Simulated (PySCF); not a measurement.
# C5H5BS: the cost of one run

Computed with PySCF 2.14.0, with density-fitted response routines of our own, on a single molecule in the gas phase. Atoms count from 0, in the outputs and in this text.

### 1 Starting geometry

12 atoms, charge 0, multiplicity 1; geometry from: GFN2-xTB. The atoms were then displaced at random by about 0.01 Å, so the start is not that level's minimum.

Bonds of the start (Å): C0–C1 1.19, C1–B2 1.51, B2–C3 1.46, C3–C4 1.24, B2–S5 1.79, S5–C6 1.83, C0–H7 1.07, C4–H8 1.04, C6–H9 1.10, C6–H10 1.07, C6–H11 1.08.

### 2 Optimising the geometry at PBE0-D3(BJ)/def2-SVP

The job: settings as JSON, then the geometry in Å.

```
{"job": {"xc": "PBE0", "basis": "def2-SVP", "d3": "d3bj", "grid": 1, "shake": 0.01, "kind": "geom"}, "charge": 0, "multiplicity": 1}
C     -0.595820     1.885050     1.178100
C     -0.606130     0.866420     0.563190
B     -0.555170    -0.435340    -0.197920
C     -1.759590    -1.201740    -0.502790
C     -2.805810    -1.819090    -0.755620
S      1.026110    -1.099980    -0.724710
C      2.244370     0.147600    -0.163840
H     -0.633690     2.823270     1.699810
H     -3.685090    -2.340050    -0.941590
H      2.028740     0.420790     0.875760
H      3.211070    -0.299980    -0.242090
H      2.170710     1.024770    -0.797320
```

Started as:

```console
$ OMP_NUM_THREADS=1 python probes_run.py task.json out
```

This one command runs all jobs of the session in turn.

Q: Estimate the wall time and peak memory of this first job on 1 thread of Arm Neoverse V2, shared host.

About 41 s, with a peak of 0.51 GiB.
